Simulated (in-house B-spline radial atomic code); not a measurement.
# Sn³⁸⁺: two electrons outside a closed core

Which levels has Sn³⁸⁺, how pure are their terms, and how much do the corrections beyond plain CI move them?

Method: configuration interaction of two valence electrons in the frozen-core Dirac-Hartree-Fock potential, then with screened core-valence correlation, Breit and QED (CI+MBPT), no-pair Dirac, B-spline basis. Code: an in-house B-spline radial atomic code, version 1.

## 1. Starting point

```
element : tin (Z = 50)
charge  : +38
core    : [He] 2s2 2p6
nucleus : mass number 120, rms radius 4.652 fm
```

## 2. The run, and its levels

Input settings, with the grid that the program derived:

```ini
basis_form = 3
Z = 50
core_configuration = [He] 2s2 2p6
rms_radius = 4.6519
mass_number = 120
speed_of_light = 137.035999084
box_radius = 2.25
lmax = 6
intervals = 56
virtual_cutoff = 5000.0
```

Started as:

```console
> python run_mb.py task.json out
```

The settings stand in task.json.

After this run come: Transitions.

**Question.** What will these runs give? Wanted: ground level; ionisation energy; first excited level; strongest line from the ground level; largest CI block.

The runs gave:

| quantity | value |
| --- | --- |
| ground level | 3s2 1S0 |
| ionisation energy | 2684.1 eV (plain CI 2685.9 eV) |
| first excited level | 3s3p 3P°0 at 77.56 eV |
| strongest line from the ground level | 3s3p 1P°1, 7.717 nm, gf = 0.488 |
| largest CI block | 2746 |
| semi-empirical ionisation energy | 2687.0 ± 4 eV (NIST Atomic Spectra Database, ionization energies) |

The ground level is 3s2 1S0; the corrections beyond plain CI change the ionisation energy by -1.9 eV, to 2684.1 eV. The lowest 12 levels have a mean term purity of 0.87, so spin-orbit coupling mixes the terms. The spin-changing line from 3s3p 3P°1 has a rate of 4.54e+09 1/s, against 1.82e+11 1/s for the strongest allowed line to the ground level; rates also scale with the cube of the energy, so the ratio isn't the spin rule alone. The semi-empirical ionisation energy is 2687.0 ± 4 eV, so the final value is off by -0.11 %, within the tabulated uncertainty.
